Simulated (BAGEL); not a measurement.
# PBE0/cc-pVDZ (density fitting with qzvpp-jkfit) run of C3H4AlF (SMILES CC#[C][AlH][F])

Aim: the energy change on altering one bond length of C3H4AlF at PBE0/cc-pVDZ (density fitting with qzvpp-jkfit), from 2 runs. 

Program for the calculation: BAGEL 1.2.2.

2 further runs of the same task are left out: 2 set aside as unsound or not needed.

## 1. The structure to begin with

C3H4AlF has 9 atoms, charge 0, and is taken as a singlet. As SMILES, `CC#[C][AlH][F]`. Geometry: a GFN2-xTB relaxation, a rough one for these elements and not checked as a minimum.

Bond lengths: C1–C2 1.446 Å, C2–C3 1.215 Å, C3–Al4 1.927 Å, Al4–F5 1.648 Å, C1–H6 1.090 Å, C1–H7 1.090 Å, C1–H8 1.090 Å, Al4–H9 1.522 Å. Some angles: C1–C2–C3 179.2°, C2–C3–Al4 178.7°, C3–Al4–F5 123.2°, C2–C1–H6 110.0°, C2–C1–H7 110.0°, C2–C1–H8 110.0°, C3–Al4–H9 123.9°, F5–Al4–H9 112.9°, H6–C1–H7 108.9°, H6–C1–H8 108.9°.

## 2. The energy at PBE0/cc-pVDZ (density fitting with qzvpp-jkfit)

dft.json reads:

```json
{ "bagel": [

{
  "title": "molecule",
  "basis": "cc-pvdz.json",
  "df_basis": "qzvpp-jkfit",
  "angstrom": "true",
  "geometry": [
    { "atom": "C", "xyz": [    1.977470,    0.512520,   -0.231510 ] },
    { "atom": "C", "xyz": [    0.588510,    0.149630,   -0.062070 ] },
    { "atom": "C", "xyz": [   -0.580130,   -0.145430,    0.093640 ] },
    { "atom": "Al", "xyz": [   -2.429230,   -0.644210,    0.309880 ] },
    { "atom": "F", "xyz": [   -3.597110,   -0.282460,   -0.794870 ] },
    { "atom": "H", "xyz": [    2.115970,    1.569870,   -0.005140 ] },
    { "atom": "H", "xyz": [    2.602160,   -0.077750,    0.439070 ] },
    { "atom": "H", "xyz": [    2.288710,    0.327980,   -1.259690 ] },
    { "atom": "H", "xyz": [   -2.966340,   -1.410150,    1.510670 ] }
  ]
},
{
  "title": "ks",
  "xc_func": "pbe0"
},
{
  "title": "print",
  "file": "orbitals.molden",
  "orbitals": "true"
}

]}
```

The basis set cc-pVDZ is read from a file made from the Basis Set Exchange's data (not shown).

Run with:

```bash
$ BAGEL_NUM_THREADS=1 BAGEL dft.json > dft.out
```

What it wrote:

```text
* using 1 threads per process

  ===============================================================
  ===============================================================

  *** Geometry ***

  { "atom" : "C", "xyz" : [      3.736877,      0.968522,     -0.437490 ] },
  { "atom" : "C", "xyz" : [      1.112123,      0.282760,     -0.117295 ] },
  { "atom" : "C", "xyz" : [     -1.096287,     -0.274823,      0.176954 ] },
  { "atom" : "Al", "xyz" : [     -4.590579,     -1.217380,      0.585588 ] },
  { "atom" : "F", "xyz" : [     -6.797553,     -0.533772,     -1.502087 ] },
  { "atom" : "H", "xyz" : [      3.998604,      2.966624,     -0.009713 ] },
  { "atom" : "H", "xyz" : [      4.917370,     -0.146926,      0.829722 ] },
  { "atom" : "H", "xyz" : [      4.325035,      0.619792,     -2.380469 ] },
  { "atom" : "H", "xyz" : [     -5.605570,     -2.664797,      2.854753 ] },

  Number of auxiliary basis functions:      502

  Since a DF basis is specified, we compute 2- and 3-index integrals:
    o Being stored without compression. Storage requirement is 0.035 GB

  Number of basis functions:       94
  Number of electrons      :       44

    * METHOD: MOLECULE                             0.75

  *** Kohn-Sham DFT ***

    * Removing 15302 points whose weight is below 1.00e-10
    * Grid points: 118852

  === Nuclear Repulsion ===
   170.4902900360

       - DIIS with orbital gradients will be used.

  === KS iteration (pbe0 / cc-pvdz.json) ===
      0       -422.88877769          0.09527757           1.03
      1       -358.44525667          0.12946253           0.96
      2       -348.05098702          0.21622841           0.94
      3       -425.82379674          0.08809735           0.92
      4       -443.88449843          0.10576947           0.99
      5       -438.40978295          0.09124982           0.84
      6       -457.39511919          0.04475762           1.10
      7       -430.33079873          0.11004046           1.06
      8       -430.22023920          0.10739679           0.91
      9       -454.38190069          0.07785588           0.99
     10       -458.57373655          0.01314104           1.01
     11       -458.64897842          0.00498444           0.97
     12       -458.65933900          0.00226735           0.88
     13       -458.66211807          0.00086907           1.08
     14       -458.66265328          0.00025273           0.93
     15       -458.66270850          0.00005556           1.02
     16       -458.66271136          0.00001876           1.01
     17       -458.66271163          0.00000263           1.03
     18       -458.66271164          0.00000237           1.23
     19       -458.66271164          0.00000068           1.11
     20       -458.66271164          0.00000012           1.01
     21       -458.66271164          0.00000005           1.11
     22       -458.66271164          0.00000002           1.12
     23       -458.66271164          0.00000000           1.01
    * SCF iteration converged.

    * Permanent dipole moment:
           (   -1.167017,    -0.108792,    -0.220838) a.u.

    * METHOD: KS                                  26.36

    * METHOD: PRINT                                0.02

  ===============================================================
```

Run time: 28 s. Hardware: 1 thread of Intel Xeon at 2.50GHz (Skylake/Cascade Lake), shared host; peak memory 0.51 GiB.

## 3. The distorted shape

input.json reads:

```json
{ "bagel" : [

{
  "title" : "molecule",
  "basis" : "cc-pvdz.json",
  "df_basis" : "qzvpp-jkfit",
  "angstrom" : true,
  "geometry" : [
    { "atom" : "C", "xyz" : [       2.671929,       0.693959,      -0.316227 ] },
    { "atom" : "C", "xyz" : [       0.588510,       0.149630,      -0.062070 ] },
    { "atom" : "C", "xyz" : [      -0.580130,      -0.145430,       0.093640 ] },
    { "atom" : "Al", "xyz" : [      -2.429230,      -0.644210,       0.309880 ] },
    { "atom" : "F", "xyz" : [      -3.597110,      -0.282460,      -0.794870 ] },
    { "atom" : "H", "xyz" : [       2.810429,       1.751309,      -0.089857 ] },
    { "atom" : "H", "xyz" : [       3.296619,       0.103689,       0.354353 ] },
    { "atom" : "H", "xyz" : [       2.983169,       0.509419,      -1.344407 ] },
    { "atom" : "H", "xyz" : [      -2.966340,      -1.410150,       1.510670 ] }
  ]
},

{
  "title" : "ks",
  "xc_func" : "pbe0"
},

{
  "title" : "print",
  "file" : "orbitals.molden",
  "orbitals" : true
}

]}
```

The basis set cc-pVDZ is read from a file made from the Basis Set Exchange's data (not shown).

Run with:

```bash
$ BAGEL_NUM_THREADS=1 BAGEL input.json > input.out
```

What it wrote:

```text
* using 1 threads per process

  ===============================================================
  ===============================================================

  *** Geometry ***

  { "atom" : "C", "xyz" : [      5.049214,      1.311392,     -0.597582 ] },
  { "atom" : "C", "xyz" : [      1.112123,      0.282760,     -0.117295 ] },
  { "atom" : "C", "xyz" : [     -1.096287,     -0.274823,      0.176954 ] },
  { "atom" : "Al", "xyz" : [     -4.590579,     -1.217380,      0.585588 ] },
  { "atom" : "F", "xyz" : [     -6.797553,     -0.533772,     -1.502087 ] },
  { "atom" : "H", "xyz" : [      5.310941,      3.309494,     -0.169805 ] },
  { "atom" : "H", "xyz" : [      6.229707,      0.195944,      0.669630 ] },
  { "atom" : "H", "xyz" : [      5.637372,      0.962662,     -2.540561 ] },
  { "atom" : "H", "xyz" : [     -5.605570,     -2.664797,      2.854753 ] },

  Number of auxiliary basis functions:      502

  Since a DF basis is specified, we compute 2- and 3-index integrals:
    o Being stored without compression. Storage requirement is 0.035 GB

  Number of basis functions:       94
  Number of electrons      :       44

    * METHOD: MOLECULE                             0.68

  *** Kohn-Sham DFT ***

    * Removing 14198 points whose weight is below 1.00e-10
    * Grid points: 119956

  === Nuclear Repulsion ===
   160.3372950956

       - DIIS with orbital gradients will be used.

  === KS iteration (pbe0 / cc-pvdz.json) ===
      0       -417.11200769          0.09046880           1.16
      1       -253.63427279          0.15519700           1.16
      2       -338.79266268          0.19351032           0.83
      3       -429.77917874          0.08080465           0.99
      4       -415.46970084          0.11209973           0.74
      5       -445.33046798          0.08642482           0.78
      6       -455.52554077          0.05337880           0.94
      7       -436.23119686          0.10711185           1.03
      8       -438.71350230          0.08522424           0.90
      9       -447.62501930          0.08199078           0.86
     10       -458.18666879          0.01964979           0.98
     11       -458.38723488          0.01616701           0.81
     12       -458.50787081          0.00638558           0.81
     13       -458.54091263          0.00253861           1.00
     14       -458.54634497          0.00075488           1.01
     15       -458.54681179          0.00026923           1.06
     16       -458.54687968          0.00005073           0.92
     17       -458.54688102          0.00002227           0.99
     18       -458.54688136          0.00000560           0.98
     19       -458.54688137          0.00000283           0.82
     20       -458.54688138          0.00000068           0.90
     21       -458.54688138          0.00000034           1.05
     22       -458.54688138          0.00000011           1.08
     23       -458.54688138          0.00000007           0.87
     24       -458.54688138          0.00000002           1.01
     25       -458.54688138          0.00000001           1.01
    * SCF iteration converged.

    * Permanent dipole moment:
           (   -1.525492,    -0.200213,    -0.180904) a.u.

    * METHOD: KS                                  27.03

    * METHOD: PRINT                                0.02

  ===============================================================
```

It took 28 s on 1 thread of Intel Xeon at 2.50GHz (Skylake/Cascade Lake), shared host; peak memory 0.52 GiB.

## 4. What came out

Level: PBE0/cc-pVDZ (density fitting with qzvpp-jkfit).

| quantity | value |
| --- | --- |
| first shape: total energy | -458.66271 Eh |
| first shape: dipole moment | 3.03 D |
| first shape: HOMO energy | -7.76 eV |
| first shape: LUMO energy | -1.25 eV |
| first shape: HOMO–LUMO gap | 6.51 eV |
| distorted shape: total energy | -458.54688 Eh |
| distorted shape: dipole moment | 3.94 D |
| distorted shape: HOMO energy | -7.90 eV |
| distorted shape: LUMO energy | -1.87 eV |
| distorted shape: HOMO–LUMO gap | 6.03 eV |
| energy change with the C1–C2 bond stretched from 1.446 to 2.168 Å | 3.152 eV |

With the C1–C2 bond stretched from 1.446 to 2.168 Å the energy rises by 3.15 eV (304 kJ/mol). The first shape isn't relaxed at this level, so the change isn't measured from a minimum.
